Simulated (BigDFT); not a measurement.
Runs of BigDFT 1.9.6 on C2F2H4. The cell holds a molecule in a box, 8 atoms: a = 11.000 Å, b = 12.000 Å, c = 12.000 Å, α = 90.00°, β = 90.00°, γ = 90.00°. 

| potentials or basis | largest force (eV/Å) |
| --- | --- |
| UZH-GTH-PBE (C q4, F q7, H q1) | 1.00 |
| UZH-GTH-SCAN (C q4, F q7, H q1) | (a) |
| GTH-BLYP (C q4, F q7, H q1) | 0.98 |
| UZH-GTH-PBE0 (C q4, F q7, H q1) | 1.00 |
| GTH-PBE (C q4, F q7, H q1) | 1.00 |

Alike in all rows: task single point; level PBE; no spin polarisation; cell as given; smearing fixed; grid spacing 0.27 bohr.

Question: Fill in the values left out.

Answer: (a) 0.85.

Caveats: boundaries are free: the box only frames the coordinates; the noise in the forces, which the program reports and removes, is over 0.05 eV/Å, so forces are rough; the potentials were made for another functional, which shifts forces and pressure (some runs).

Not every run made on this cell is shown here.
